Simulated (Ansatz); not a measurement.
# C3H8ClGaSi2: vertical ionisation energy

The task here is to estimate one member of a computed series from the others.

Program: Ansatz 0.2.0, Gaussian basis. Level of theory: unrestricted cation, the program's frozen cores in correlated methods. These are calculated values, not measurements.

Levels to be run: UKS PBE-D4/def2-TZVPP; UKS r2SCAN-D4/def2-TZVPP; UKS PBE0-D4/def2-TZVPP; UKS B3LYP-D4/def2-TZVPP; UKS wB97X-V/def2-TZVPP; UKS wB97M-V/def2-TZVPP; UKS B2PLYP/def2-TZVPP; UHF-CCSD(T)/def2-TZVPP; UHF-MP2/def2-QZVPP; extrapolation to the limit; then −ε(HOMO) from the neutral's earlier runs with LDA (SPW92), PBE-D4, revPBE-D4, BLYP-D4, r2SCAN-D4, B97M-V, PBE0-D4, B3LYP-D4, r2SCANh-D4, r2SCAN0-D4, HSE06-D4, BHLYP-D4, CAM-B3LYP-D4, LC-ωPBE, ωB97X-V, ωB97M-V.

### The geometry

All runs share one geometry, relaxed beforehand with PBE0-D4 in a triple-zeta def2 set.

15 atoms, charge 0, spin multiplicity 1.

Atoms are counted from 1 here; the program's logs count them from 0.

Bond lengths: Si1–Si2 2.341 Å, Si1–H8 1.488 Å, Si1–H9 1.489 Å, Si1–H10 1.489 Å, Si2–C3 1.847 Å, Si2–H11 1.493 Å, Si2–H12 1.489 Å, C3–C4 1.351 Å, C3–Ga6 1.968 Å, C4–C5 1.515 Å, C4–H13 1.094 Å, C5–Ga6 2.001 Å, C5–H14 1.093 Å, C5–H15 1.093 Å, Ga6–Cl7 2.134 Å. Angles: Si2–Si1–H8 111.6°, Si2–Si1–H9 110.0°, Si2–Si1–H10 109.8°, H8–Si1–H9 108.6°, H8–Si1–H10 108.6°, H9–Si1–H10 108.2°, Si1–Si2–C3 108.6°, Si1–Si2–H11 109.9°, Si1–Si2–H12 108.9°, C3–Si2–H11 111.4°, C3–Si2–H12 109.7°, H11–Si2–H12 108.2°, Si2–C3–C4 129.5°, Si2–C3–Ga6 143.6°, C4–C3–Ga6 86.8°, C3–C4–C5 116.1°, C3–C4–H13 123.4°, C5–C4–H13 120.5° and more.

The first run:

File in.yaml:

```yaml
crystal:
  periodic: [false, false, false]
  atoms:
    - {symbol: Si, position_ang: [0.153839, -0.164887, 2.826575]}
    - {symbol: Si, position_ang: [0.646656, -1.295226, 0.836639]}
    - {symbol: C, position_ang: [0.198822, -0.205760, -0.586470]}
    - {symbol: C, position_ang: [-0.774055, -0.357085, -1.511056]}
    - {symbol: C, position_ang: [-0.904564, 0.757177, -2.528508]}
    - {symbol: Ga, position_ang: [0.622871, 1.500473, -1.470378]}
    - {symbol: Cl, position_ang: [1.958161, 3.160853, -1.343404]}
    - {symbol: H, position_ang: [0.586775, -0.941611, 4.019925]}
    - {symbol: H, position_ang: [-1.311791, 0.078045, 2.924952]}
    - {symbol: H, position_ang: [0.845978, 1.153436, 2.841441]}
    - {symbol: H, position_ang: [-0.097307, -2.588318, 0.789128]}
    - {symbol: H, position_ang: [2.105203, -1.594691, 0.800870]}
    - {symbol: H, position_ang: [-1.440813, -1.223721, -1.548113]}
    - {symbol: H, position_ang: [-0.726552, 0.440892, -3.559045]}
    - {symbol: H, position_ang: [-1.863222, 1.280403, -2.492555]}
basis:
  gaussian: {orbitals: def2-TZVPP}
total_charge: 1
magnetization: {spin_polarized: true, initial_magnetization: 1}
hamiltonian: {xc: pbe, dispersion: d4}
```

The run is started by

```sh
ansatz run in.yaml --threads 2 --pin off --events-out ev --progress --plain --max-ram 22528MiB --backend cuda --devices 0, --max-vram 18GiB
```

Among the steps run: Cation, UKS PBE-D4/def2-TZVPP; Cation, UKS r2SCAN-D4/def2-TZVPP; Cation, UKS PBE0-D4/def2-TZVPP; Cation, UKS B3LYP-D4/def2-TZVPP; Cation, UKS wB97X-V/def2-TZVPP; Cation, UKS wB97M-V/def2-TZVPP; Cation, UKS B2PLYP (frozen core)/def2-TZVPP; Cation, UHF-CCSD(T)/def2-TZVPP; Cation, UHF-MP2/def2-QZVPP.

One of the session's tables, all rows but one given; the rest of the session is left out.

Orbital estimates, from the neutral's runs:

| functional | −ε(HOMO) (eV) |
| --- | --- |
| LDA (SPW92) | 6.48 |
| PBE-D4 | 6.32 |
| revPBE-D4 | 6.25 |
| BLYP-D4 | 6.17 |
| r2SCAN-D4 | 6.57 |
| B97M-V | 6.65 |
| PBE0-D4 | ? |
| B3LYP-D4 | 7.26 |
| r2SCANh-D4 | 7.00 |
| r2SCAN0-D4 | 7.65 |
| HSE06-D4 | 7.08 |
| BHLYP-D4 | 8.50 |
| CAM-B3LYP-D4 | 8.77 |
| LC-ωPBE | 10.08 |
| ωB97X-V | 9.74 |
| ωB97M-V | 9.60 |

Q: Estimate the row for PBE0-D4 from the others.

The run gave: −ε(HOMO) (eV): 7.48. In the column «−ε(HOMO) (eV)» it lies between B3LYP-D4 (7.26) and r2SCAN0-D4 (7.65).

Caveats from the session: The cation may have settled in a state other than its lowest; no search over hole states beyond the program's own was made.
